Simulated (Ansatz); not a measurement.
Ge, space group I4_1/amd: a check of PAW against all-electron LAPW, run with the Ansatz DFT code, driven from Python.

The script, `ge.py`:
```python
"""Checking the PAW result for Ge with LAPW."""

import logging
import sys

import ansatz
import numpy as np

logging.basicConfig(stream=sys.stdout, format="%(name)s: %(message)s")
log = logging.getLogger("ansatz_job")
log.setLevel(logging.INFO)


def count_gap(report):
    # lowest empty less highest filled band, counting bands; zero where they overlap
    return max(report.get("gap_by_band_count_ev") or 0.0, 0.0)

ge = (
    ansatz.Lattice.from_parameters(3.899841, 3.899841, 3.899841, alpha=97.37698, beta=97.37698, gamma=138.0052)
    .atom("Ge", (0.25, 0.75, 0.5))
    .atom("Ge", (0.5, 0.5, 0.0))
)

job = (
    ge.calculation()
    .functional("lda")
    .occupations("Marzari-Vanderbilt", width=0.15)
    .kpoints(12, 12, 12)  # sampling of the Brillouin zone
    .stress()
    .forces()  # eV per angstrom
    .band_table()
)
variants = {
    "PAW": job.pseudopotentials("paw"),
    "LAPW": job.pseudopotentials("all_electron", lapw=True),
}
# totals differ by the cores that each treatment holds, so compare what does not depend on them
rows = []
for label, variant in variants.items():
    data = variant.run(threads=1, pin="off").report
    levels = np.array(data["eigenvalues_ev"][0]) - data["fermi_energy_ev"]
    print(label, "levels at the first k-point near E_F:", np.round(levels[np.abs(levels) < 5], 3))
    rows.append((label, data["n_electrons"], np.trace(data["stress_gpa"]) / 3, count_gap(data)))
log.info("     treatment  electrons in bands           P GPa  gap by band count eV")
for row in rows:
    log.info(f"{str(row[0]):>14s}  {row[1]:18.1f}  {row[2]:14.3f}  {row[3]:20.3f}")
```

How well do the two treatments of the cores agree on the pressure?

PAW gives -2.692 GPa and LAPW -2.658 GPa, 0.034 GPa apart. They took 4.9 and 37.8 s of processor time.

The run itself:

```console
$ python ge.py
DeckWarning: basis.ecutwfc = 420 eV, auto-derived from the records' recommended cutoffs: set by Ge (normal level)
PAW levels at the first k-point near E_F: [-4.175 -2.311 -2.311  3.38 ]
LAPW levels at the first k-point near E_F: [-4.177 -2.31  -2.31   3.382]
ansatz_job:      treatment  electrons in bands           P GPa  gap by band count eV
ansatz_job:            PAW                28.0          -2.692                 0.000
ansatz_job:           LAPW                44.0          -2.658                 0.000
```
(Warnings from the package without file and line.)

Notes:
- The computed bands are complete only to about 3.7 eV above the Fermi level.
- A gap by band count of zero or less means overlapping bands, a metal.
- This isn't the structure that Ge takes at ambient conditions.
- Levels are Kohn-Sham eigenvalues on this mesh, without spin-orbit coupling.
- Pressure is positive in compression; the treatments may keep other shells as core, so totals and counts of electrons can differ.
- Timing: 43 s on 1 thread of Arm Neoverse V2, on a shared host, peak memory 0.74 GiB.
